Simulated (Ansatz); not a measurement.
**CH₇AlOSSi: a ladder of functionals and wavefunction methods**

Aim: compute CH₇AlOSSi with functionals from several rungs and with coupled cluster, and see how far each lands from CCSD(T) at the basis-set limit for the atomisation energy.

Program: Ansatz 0.2.0, Gaussian basis. Level of theory: functionals in def2-TZVPP, the program's frozen cores in correlated methods. These are calculated values, not measurements.

Levels to be run: PBE-D4, r2SCAN-D4, PBE0-D4, B3LYP-D4, ωB97X-V, ωB97M-V, B2PLYP; CCSD(T)/def2-TZVPP; MP2/def2-QZVPP; extrapolation to the limit.

### Step 1. The relaxed structure

All runs share one geometry, relaxed beforehand with PBE0-D4 in a triple-zeta def2 set.

12 atoms, charge 0, spin multiplicity 1.

Atoms are counted from 1 here; the program's logs count them from 0.

Bond lengths: C1–O2 1.399 Å, C1–H6 1.095 Å, C1–H7 1.097 Å, C1–H8 1.095 Å, O2–Al3 1.691 Å, Al3–Si4 2.441 Å, Al3–H9 1.587 Å, Si4–S5 2.152 Å, Si4–H10 1.491 Å, Si4–H11 1.491 Å, S5–H12 1.345 Å. Angles: O2–C1–H6 110.0°, O2–C1–H7 112.4°, O2–C1–H8 110.0°, H6–C1–H7 108.2°, H6–C1–H8 108.0°, H7–C1–H8 108.2°, C1–O2–Al3 135.4°, O2–Al3–Si4 109.6°, O2–Al3–H9 119.2°, Si4–Al3–H9 131.2°, Al3–Si4–S5 105.5°, Al3–Si4–H10 113.3°, Al3–Si4–H11 113.3°, S5–Si4–H10 109.4°, S5–Si4–H11 109.6°, H10–Si4–H11 105.6°, Si4–S5–H12 93.7°.

### Step 2. PBE-D4 (GGA)

Input file in.yaml:

```yaml
crystal:
  periodic: [false, false, false]
  atoms:
    - {symbol: C, position_ang: [-1.014008, -0.813541, 1.998553]}
    - {symbol: O, position_ang: [-0.464752, -0.335202, 0.803629]}
    - {symbol: Al, position_ang: [1.097524, -0.022175, 0.236793]}
    - {symbol: Si, position_ang: [0.983541, 0.820135, -2.051238]}
    - {symbol: S, position_ang: [-1.111547, 0.884734, -2.538382]}
    - {symbol: H, position_ang: [-1.587520, -1.726252, 1.808436]}
    - {symbol: H, position_ang: [-0.246795, -1.041411, 2.748530]}
    - {symbol: H, position_ang: [-1.695298, -0.068939, 2.422192]}
    - {symbol: H, position_ang: [2.337036, -0.294237, 1.190410]}
    - {symbol: H, position_ang: [1.572433, 2.181072, -2.210054]}
    - {symbol: H, position_ang: [1.699394, -0.044021, -3.033760]}
    - {symbol: H, position_ang: [-1.493108, 0.404640, -1.341108]}
basis:
  gaussian: {orbitals: def2-TZVPP}
hamiltonian: {xc: pbe, dispersion: d4}
output: {forces: true, orbitals: {seedname: orbitals}}
```

On the command line:

```bash
> ansatz run in.yaml --threads 4 --pin off --events-out ev --progress --plain --max-ram 10444MiB
```

Further steps of the session: r2SCAN-D4 (meta-GGA); PBE0-D4 (hybrid); B3LYP-D4 (hybrid); ωB97X-V (range-separated); ωB97M-V (range-separated); B2PLYP (double hybrid); CCSD(T) in def2-TZVPP; MP2 in def2-QZVPP.

Before running them: what should the planned runs give, taken together? Wanted: atomisation energy, CCSD(T)/CBS; farthest; mean size of error, hybrid; mean size of error, range-separated; gap, smallest and largest; T1 diagnostic; triples share of the correlation energy.

As calculated:

| quantity | value |
| --- | --- |
| atomisation energy, CCSD(T)/CBS | 3947.0 kJ/mol |
| functionals within 19.7 kJ/mol (0.5 %) | PBE-D4, r2SCAN-D4, ωB97X-V, ωB97M-V |
| farthest | B2PLYP (-68.0 kJ/mol) |
| mean size of error, hybrid | 28.0 kJ/mol |
| mean size of error, range-separated | 8.8 kJ/mol |
| gap, smallest and largest | 3.69 eV (PBE-D4), 9.88 eV (ωB97X-V) |
| T1 diagnostic | 0.0131 |
| triples share of the correlation energy | 3.8 % |

PBE-D4 is off by +14.9 kJ/mol. Double hybrids carry the basis error of their MP2 part in triple zeta, and no dispersion term here, so their miss is partly the set-up's. The reference freezes the cores and leaves out relativity and excitations past (T), so misses under about 19.7 kJ/mol can't be ranked. Hartree-Fock recovers 73 % of the binding; the rest is correlation. Orbital gaps span 3.7 to 9.9 eV; exact exchange widens them.
